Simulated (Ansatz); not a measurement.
An input for Ansatz 0.2.0 (NaTb2Sc2FeO9):

The input input.yaml:

```yaml
crystal:
  lattice:
    - [5.51552, 0.0, 0.0]
    - [-2.75776, 4.77658, 0.0]
    - [0.0, 0.0, 7.15206]
  atoms:
    - { symbol: Na, position: [0.33333, 0.66667, 0.87937] }
    - { symbol: Tb, position: [0.66667, 0.33333, 0.24251], spin: 6.0 }
    - { symbol: Tb, position: [0.0, 0.0, 0.58367], spin: 6.0 }
    - { symbol: Sc, position: [0.66667, 0.33333, 0.68018] }
    - { symbol: Sc, position: [0.0, 0.0, 0.01334] }
    - { symbol: Fe, position: [0.33333, 0.66667, 0.32408], spin: 3.0 }
    - { symbol: O, position: [0.49989, 0.99979, 0.4708] }
    - { symbol: O, position: [0.84457, 0.68914, 0.81328] }
    - { symbol: O, position: [0.17537, 0.35073, 0.18001] }
    - { symbol: O, position: [0.49989, 0.50011, 0.4708] }
    - { symbol: O, position: [0.84457, 0.15543, 0.81328] }
    - { symbol: O, position: [0.17537, 0.82463, 0.18001] }
    - { symbol: O, position: [0.00021, 0.50011, 0.4708] }
    - { symbol: O, position: [0.31086, 0.15543, 0.81328] }
    - { symbol: O, position: [0.64927, 0.82463, 0.18001] }
hamiltonian:
  xc: pbe
  pseudopotentials: { kind: nc, accuracy: standard }
magnetization:
  spin_polarized: true
kpoints:
  mp_grid: { grid: [6, 6, 4] }
scf:
  occupations: { method: fermi_dirac, width: 0.05 }
output:
  forces: true
  stress: true
  eigenvalues: true
```

Potentials or basis: PseudoDojo standard.

The run is started by

```sh
$ ansatz run input.yaml --threads 8 --pin off --max-ram 20480MiB --backend cpu --events-out ev --progress --plain --runs-dir out
```

Question: How does this run end?

Answer: The run stopped without a result. It printed:

Output:

```text
Error: no pseudopotential record for Tb at <dir> Nothing was run.
  By this build's list the table `kind: nc`, `accuracy: standard` of `hamiltonian.pseudopotentials` has no Tb in this build's library.
Fix: take Tb from another table that serves this run, or name a record of your own for Tb alone.
  `kind`, and `accuracy` or `source` (`level` with this project's own files alone, `core` of norm-conserving files with no table named), under `hamiltonian.pseudopotentials` apply to every element of the deck. For PBE this build's library has files of Tb, which may not all serve this run, under
    kind: nc       accuracy: lanthanide_3plus (`lanthanide_3plus` for 3+ ions alone)
    kind: paw      source: ansatz or jth, or accuracy: standard or stringent (the limits of `source: ansatz`: that key's Limitations)
  To change Tb alone, name a record of the deck's `kind` under `hamiltonian.pseudopotentials.azcp`, as `Tb: <path>` (`python -m ansatz.pseudopotential add <file.upf> <file.azcp>` makes one from a UPF file).
  `python` is the interpreter of the environment that holds the engine's wheel, or a checkout's `.venv/bin/python`.
```
